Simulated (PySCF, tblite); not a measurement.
**C2H9GeSi radical: geometry, infrared bands and EPR parameters**

Wanted: the infrared bands and EPR parameters of C2H9GeSi radical (`C[SiH2][CH][GeH3]`), by calculation.

Programs: tblite 0.8.0 and PySCF 2.14.0, with density-fitted response routines of our own. Each step states its level of theory. These are calculated values for one molecule in the gas phase, unless marked as measured. Atoms count from 0, in the outputs and in this text.

## (1) The molecule as given

13 atoms, charge 0, multiplicity 2; geometry from: force field or distance geometry start.

Bonds of the start (Å): C0–Si1 1.85, Si1–C2 1.85, C2–Ge3 1.92, C0–H4 1.10, C0–H5 1.13, C0–H6 1.12, Si1–H7 1.49, Si1–H8 1.48, C2–H9 1.11, Ge3–H10 1.55, Ge3–H11 1.56, Ge3–H12 1.54.

## (2) Optimising the geometry with GFN2-xTB

What the job is given:

```
{"job": {"kind": "relax", "xc": "GFN2-xTB", "basis": "xTB"}, "charge": 0, "multiplicity": 2}
C     -1.977500     0.544600    -0.594400
Si    -0.777900    -0.827500    -0.254500
C      0.909500    -0.546100    -0.947600
Ge     2.044100     0.524400     0.172400
H     -1.768700     1.433800     0.012600
H     -2.997700     0.108200    -0.408800
H     -1.954500     0.846200    -1.669000
H     -0.776300    -0.981800     1.230500
H     -1.319100    -2.107100    -0.758500
H      1.375400    -1.531400    -1.158200
H      1.296400     1.217300     1.336700
H      3.202100    -0.336100     0.775600
H      2.739700     1.655900    -0.615900
```

On the command line:

```
> OMP_NUM_THREADS=1 python probes_run.py task.json out
```

The driver reads the jobs from task.json and runs them one after another.

Output:

```text
step      E/eV     max force
  0    -337.50730    1.524
  1    -337.62155    0.995
  2    -337.69809    1.009
  3    -337.75437    0.813
  4    -337.80468    0.501
  5    -337.82803    0.445
  6    -337.84868    0.436
  7    -337.86327    0.357
  8    -337.87769    0.310
  9    -337.88658    0.216
 10    -337.89332    0.245
 11    -337.90162    0.277
 12    -337.91220    0.301
 13    -337.92390    0.318
 14    -337.93489    0.336
 15    -337.94317    0.320
 16    -337.94904    0.213
 17    -337.95392    0.244
 18    -337.95810    0.237
 19    -337.96115    0.153
 20    -337.96398    0.134
 21    -337.96624    0.131
 22    -337.96853    0.154
 23    -337.97002    0.108
 24    -337.97104    0.088
 25    -337.97195    0.077
 26    -337.97279    0.070
 27    -337.97352    0.062
 28    -337.97429    0.082
 29    -337.97520    0.102
 30    -337.97612    0.095
 31    -337.97682    0.063
 32    -337.97727    0.055
 33    -337.97761    0.056
 34    -337.97790    0.045
 35    -337.97812    0.033
 36    -337.97828    0.031
 37    -337.97842    0.033
 38    -337.97856    0.035
 39    -337.97866    0.023
 40    -337.97871    0.020
 41    -337.97874    0.020
 42    -337.97879    0.026
 43    -337.97885    0.035
 44    -337.97892    0.028
 45    -337.97896    0.011
 46    -337.97897    0.012
 47    -337.97899    0.017
 48    -337.97904    0.032
 49    -337.97912    0.047
 50    -337.97927    0.053
 51    -337.97944    0.037
 52    -337.97959    0.032
 53    -337.97974    0.033
 54    -337.97995    0.060
 55    -337.98022    0.073
 56    -337.98049    0.054
 57    -337.98069    0.030
 58    -337.98083    0.037
 59    -337.98099    0.043
 60    -337.98123    0.056
 61    -337.98152    0.049
 62    -337.98166    0.026
 63    -337.98166    0.059
 64    -337.98179    0.022
 65    -337.98184    0.017
 66    -337.98190    0.012
 67    -337.98192    0.012
 68    -337.98194    0.011
 69    -337.98195    0.012
 70    -337.98198    0.014
 71    -337.98201    0.015
 72    -337.98204    0.013
 73    -337.98206    0.011
 74    -337.98209    0.012
 75    -337.98213    0.017
 76    -337.98219    0.025
 77    -337.98225    0.021
 78    -337.98229    0.018
 79    -337.98232    0.018
 80    -337.98236    0.019
 81    -337.98245    0.038
 82    -337.98262    0.057
 83    -337.98287    0.062
 84    -337.98310    0.042
 85    -337.98323    0.028
 86    -337.98330    0.027
 87    -337.98339    0.032
 88    -337.98353    0.043
 89    -337.98372    0.039
 90    -337.98389    0.046
 91    -337.98403    0.044
 92    -337.98419    0.036
 93    -337.98439    0.052
 94    -337.98454    0.046
 95    -337.98456    0.114
 96    -337.98483    0.031
 97    -337.98493    0.028
 98    -337.98522    0.042
 99    -337.98547    0.071
100    -337.98607    0.109
101    -337.98636    0.060
102    -337.98593    0.184
103    -337.98687    0.027
104    -337.98703    0.045
105    -337.98721    0.035
106    -337.98725    0.117
107    -337.98770    0.043
108    -337.98801    0.041
109    -337.98886    0.238
110    -337.98985    0.068
111    -337.99055    0.037
112    -337.98807    0.357
113    -337.99123    0.037
114    -337.99166    0.043
115    -337.99034    0.299
116    -337.99269    0.045
117    -337.99324    0.047
118    -337.99119    0.297
119    -337.99428    0.038
120    -337.99476    0.060
121    -337.99180    0.231
122    -337.99554    0.050
123    -337.99591    0.054
124    -337.99581    0.202
125    -337.99668    0.046
126    -337.99698    0.062
127    -337.99665    0.231
128    -337.99797    0.044
129    -337.99833    0.036
130    -337.99871    0.109
131    -337.99904    0.025
132    -337.99916    0.018
133    -337.99930    0.041
134    -337.99939    0.018
135    -337.99948    0.016
136    -337.99956    0.015
137    -337.99960    0.015
138    -337.99964    0.015
139    -337.99970    0.020
140    -337.99976    0.020
141    -337.99980    0.017
142    -337.99984    0.009
```

Run time: 1.1 s. Hardware: 1 thread of Arm Neoverse N1, shared host.

Relaxation path: (not every step is listed)

| step | energy from step 0 (eV) | largest force (eV/Å) |
| --- | --- | --- |
| 0 | 0.0000 | 1.5241 |
| 1 | -0.1143 | 0.9950 |
| 2 | -0.1908 | 1.0086 |
| 3 | -0.2471 | 0.8126 |
| 4 | -0.2974 | 0.5014 |
| 5 | -0.3207 | 0.4447 |
| 6 | -0.3414 | 0.4361 |
| 7 | -0.3560 | 0.3568 |
| 8 | -0.3704 | 0.3099 |
| 20 | -0.4567 | 0.1337 |
| 32 | -0.4700 | 0.0550 |
| 44 | -0.4716 | 0.0282 |
| 56 | -0.4732 | 0.0540 |
| 68 | -0.4746 | 0.0109 |
| 80 | -0.4751 | 0.0192 |
| 92 | -0.4769 | 0.0364 |
| 104 | -0.4797 | 0.0446 |
| 116 | -0.4854 | 0.0452 |
| 128 | -0.4907 | 0.0439 |
| 137 | -0.4923 | 0.0153 |
| 138 | -0.4923 | 0.0146 |
| 139 | -0.4924 | 0.0203 |
| 140 | -0.4925 | 0.0199 |
| 141 | -0.4925 | 0.0166 |
| 142 | -0.4925 | 0.0088 |

Close pairs (by a distance rule), those that changed most:

| bond | before (Å) | after (Å) | change (Å) |
| --- | --- | --- | --- |
| Ge3–H11 | 1.564 | 1.496 | -0.067 |
| Ge3–H10 | 1.548 | 1.498 | -0.049 |
| Ge3–H12 | 1.545 | 1.499 | -0.045 |
| C0–Si1 | 1.854 | 1.896 | +0.042 |
| C0–H5 | 1.125 | 1.086 | -0.039 |
| C0–H6 | 1.116 | 1.087 | -0.030 |
| C2–H9 | 1.110 | 1.081 | -0.029 |
| Si1–H7 | 1.493 | 1.475 | -0.018 |

The end geometry stands in the next job.

## (3) Vibrational analysis with GFN2-xTB

What the job is given:

```
{"job": {"kind": "ir", "xc": "GFN2-xTB", "basis": "xTB"}, "charge": 0, "multiplicity": 2}
C     -1.670239     0.633356    -0.478555
Si    -0.946476    -1.108684    -0.291971
C      0.906246    -0.968085    -0.169678
Ge     1.907286     0.652069     0.039995
H     -1.359902     1.268610     0.347689
H     -2.755993     0.620027    -0.495286
H     -1.330355     1.102142    -1.398319
H     -1.475782    -1.739621     0.931248
H     -1.306690    -1.947906    -1.447210
H      1.471917    -1.888344    -0.211934
H      1.464097     1.423301     1.245753
H      3.372176     0.378707     0.175887
H      1.719326     1.574915    -1.126597
```

Output:

```text
mode    cm-1     km/mol
  1      20.9      0.09
  2      71.8      0.28
  3      99.8      0.18
  4     125.1      0.39
  5     220.5      2.36
  6     358.1      4.94
  7     433.4     12.89
  8     478.8     55.68
  9     498.4    129.10
 10     553.4     37.12
 11     576.0     28.64
 12     681.5    192.92
 13     753.8    105.97
 14     767.3    481.90
 15     781.3     74.79
 16     826.4    142.75
 17     827.6     51.77
 18     843.7    135.55
 19     863.1     62.16
 20     888.0    145.59
 21    1081.5     50.57
 22    1371.7      9.02
 23    1484.3      0.40
 24    1489.2      0.67
 25    1958.1    145.41
 26    2013.4    387.95
 27    2047.0    469.68
 28    2144.5    382.80
 29    2173.0    223.55
 30    3021.9     34.49
 31    3029.8     25.70
 32    3036.8     29.31
 33    3042.2     28.92
```

Wall time 0.49 s (1 thread of Arm Neoverse N1, shared host).

Which atoms move in the most intense modes:

| cm⁻¹ | km/mol | atoms |
| --- | --- | --- |
| 682 | 192.9 | H8 28 %, H7 28 %, C0 14 %, H5 11 % |
| 767 | 481.9 | H8 22 %, H7 22 %, H10 12 %, H12 12 % |
| 888 | 145.6 | C2 40 %, Si1 22 %, H9 16 % |
| 1958 | 145.4 | H12 41 %, H10 33 %, H11 25 % |
| 2013 | 387.9 | H10 49 %, H12 48 % |
| 2047 | 469.7 | H11 73 %, H10 16 % |
| 2144 | 382.8 | H7 83 %, H8 13 % |
| 2173 | 223.6 | H8 83 %, H7 14 % |

## (4) EPR parameters: B3LYP/def2-TZVP-core+pcH-1

Settings changed since step 3:

```diff
@@ -1,2 +1,2 @@
-{"job": {"kind": "ir", "xc": "GFN2-xTB", "basis": "xTB"}, "charge": 0, "multiplicity": 2}
+{"job": {"kind": "epr", "basis": "pcH-1"}, "charge": 0, "multiplicity": 2}
 C     -1.670239     0.633356    -0.478555
```

With the program's defaults for keys left out, this is: UKS B3LYP, def2-TZVP-core on Ge, pcH-1 on C H Si, non-relativistic, mean-field spin-orbit, GIAO.

Output:

```text
UKS, coarse grid
  cycle   1  E = -2448.05549578  |g| = 1.34e+00
  cycle   2  E = -2448.00827623  |g| = 8.91e-01
  cycle   3  E = -2448.12594951  |g| = 3.51e-01
  cycle   4  E = -2448.15304605  |g| = 3.17e-02
  cycle   5  E = -2448.15349641  |g| = 1.45e-02
  cycle   6  E = -2448.15360728  |g| = 2.03e-03
  cycle   7  E = -2448.15361082  |g| = 8.18e-04
UKS, final grid
  cycle   1  E = -2448.15364466  |g| = 8.36e-04
  cycle   2  E = -2448.15364452  |g| = 1.01e-03
  cycle   3  E = -2448.15364503  |g| = 8.84e-05
  cycle   4  E = -2448.15364503  |g| = 4.46e-05
  cycle   5  E = -2448.15364503  |g| = 1.53e-05
E = -2448.15364503 Eh   <S^2> = 0.7539 (exact 0.7500)
g shifts (ppm)      1          2          3
  rmc          -125       -125       -125
  gc             31         -2         28
  oz_so       -1302       -404        364
  total       -1396       -531        267
hyperfine (MHz)  atom isotope    a_iso     a_fc   dipolar eigenvalues
    0   13C      -0.15      -0.15     -0.57     -0.46      1.03
    1  29Si      42.49      42.56     -2.21      0.42      1.78
    2   13C      82.61      82.75    -73.74    -72.44    146.18
    3  73Ge      20.34      20.66     -0.90     -0.40      1.29
    4    1H      -0.65      -0.65     -1.91     -1.82      3.73
    5    1H      -1.54      -1.54     -1.09     -1.02      2.11
    6    1H      -0.75      -0.75     -1.94     -1.83      3.76
    7    1H      74.53      74.53     -3.45     -1.59      5.04
    8    1H      49.26      49.26     -3.24     -2.05      5.29
    9    1H     -53.63     -53.63    -35.47     -0.96     36.44
   10    1H      65.32      65.33     -2.64     -2.25      4.89
   11    1H      -1.91      -1.90     -2.79     -2.37      5.16
   12    1H      71.67      71.68     -2.63     -2.26      4.89
```

Wall time 2.7 min (1 thread of Arm Neoverse N1, shared host); peak memory 0.99 GiB.

Principal g values 2.00092, 2.00179, 2.00259; g(iso) = 2.00177, against 2.00232 for a free electron.

Hyperfine couplings; where a row names several nuclei, a(iso) is their mean (it holds for fast rotation or exchange) and the dipolar term the largest among them:

| nuclei | isotope | a(iso) (MHz) | a(iso) (G, at g = 2.0023) | largest dipolar term (MHz) |
| --- | --- | --- | --- | --- |
| C2 | 13C | 82.6 | 29.5 | 146.2 |
| H7, H8 | 1H | 61.9 | 22.1 | 5.3 |
| H9 | 1H | -53.6 | -19.1 | 36.4 |
| H10, H11, H12 | 1H | 45.0 | 16.1 | 5.2 |
| Si1 | 29Si | 42.5 | 15.2 | -2.2 |
| Ge3 | 73Ge | 20.3 | 7.3 | 1.3 |
| H4, H5, H6 | 1H | -1.0 | -0.3 | 3.8 |
| C0 | 13C | -0.2 | -0.1 | 1.0 |

Mulliken spin populations:

C0 0.00; Si1 -0.05; C2 1.00; Ge3 -0.06; H4 0.00; H5 0.00; H6 0.00; H7 0.04; H8 0.03; H9 -0.04; H10 0.03; H11 0.00; H12 0.04

In first order the couplings over 0.8 MHz of 1H give 96 distinct lines over 112.5 G, if the averaged nuclei exchange fast.

The fields below are evaluated on a grid from the run's orbitals.

ELF in a plane through or near 7 of the atoms.

Values, 10 rows by 14 columns:
```
0.00 0.00 0.00 0.00 0.00 0.00 0.00 0.00 0.00 0.00 0.00 0.00 0.00 0.00
0.00 0.00 0.00 0.00 0.00 0.05 0.03 0.00 0.00 0.00 0.00 0.00 0.00 0.00
0.00 0.00 0.00 0.00 0.14 0.98 0.92 0.03 0.17 0.38 0.09 0.00 0.00 0.00
0.00 0.00 0.35 0.30 0.05 0.88 0.78 0.70 0.27 0.87 0.34 0.00 0.00 0.00
0.00 0.13 1.00 1.00 0.33 0.83 0.33 0.79 0.75 0.26 0.08 0.00 0.00 0.00
0.00 0.19 0.99 0.99 0.57 0.30 0.32 0.15 0.91 0.72 0.48 0.07 0.00 0.00
0.00 0.00 0.12 0.16 0.41 0.57 0.07 0.17 0.64 0.68 0.99 0.63 0.00 0.00
0.00 0.00 0.00 0.01 0.20 0.28 0.01 0.05 0.23 0.18 0.35 0.03 0.00 0.00
0.00 0.00 0.00 0.00 0.00 0.00 0.00 0.00 0.01 0.01 0.00 0.00 0.00 0.00
0.00 0.00 0.00 0.00 0.00 0.00 0.00 0.00 0.00 0.00 0.00 0.00 0.00 0.00
```
The map spans 12.0 Å across and 9.4 Å up, centred on the molecule. Atoms in the plane (x, y in Å): C0 (1.6, -0.9), Si1 (1.1, 0.9), C2 (-0.7, 1.1), Ge3 (-2.0, -0.3), H5 (2.6, -1.1), H9 (-1.1, 2.1), H11 (-3.4, 0.2).

log10 of the density (e/Å³) in the same plane.

Ten even steps from '0' (-4.0) to '9' (1.6):
```
0000000000000000000000000000
0000000000000000000000000000
0000000001222111111110000000
0000000123343322222221000000
0000001234555444444331100000
0000112235676555555432100000
0012233345677666666542100000
0012344455679767876542100000
0123456556677767976542100000
0123567678766666666543200000
0123456699765556676553210000
0012345678755456787764320000
0012334566654456777764320000
0001233455544345666654310000
0000112344433334554443200000
0000011233322233333332100000
0000000111111112222110000000
0000000000000000010000000000
0000000000000000000000000000
0000000000000000000000000000
```
The map spans 12.0 Å across and 9.4 Å up, centred on the molecule. Atoms in the plane (x, y in Å): C0 (1.6, -0.9), Si1 (1.1, 0.9), C2 (-0.7, 1.1), Ge3 (-2.0, -0.3), H5 (2.6, -1.1), H9 (-1.1, 2.1), H11 (-3.4, 0.2).

On the surface of density 0.002 e/bohr³ the electrostatic potential runs, from the 1st to the 99th percentile, from -0.09 to 0.90 V.

The spin density lies nearest to C2 72 %; H9 9 %.

## (5) Outcome

| quantity | value |
| --- | --- |
| strongest single infrared mode (GFN2-xTB) | 767 cm⁻¹, 482 km/mol |
| zero-point energy (GFN2-xTB) | 55.1 kcal/mol |
| g(iso) (B3LYP) | 2.00177 |
| ⟨S²⟩ | 0.754 (exact 0.75) |
| largest a(iso) (averaged by class) | 13C on C2, 82.6 MHz |
| surface potential, 1st and 99th percentile | -0.09 V and 0.90 V |

The optimisation took 142 steps and gained 0.493 eV; among the close pairs (by a distance rule), Ge3–H11 changed most, from 1.564 to 1.496 Å. No mode is imaginary among the 33: a minimum at this level. The strongest single mode, at 767 cm⁻¹, is spread over many atoms; the largest shares are those of H8, H7. GFN2-xTB is a fitted tight-binding method: band positions and strengths are rough. Its intensities can rank the bands wrongly. Most of the unpaired spin sits on C2 (1.00 e). The isotropic g lies 0.6 ppt below the free-electron value. The hyperfine terms hold no scalar relativity, which the heavier nuclei need.
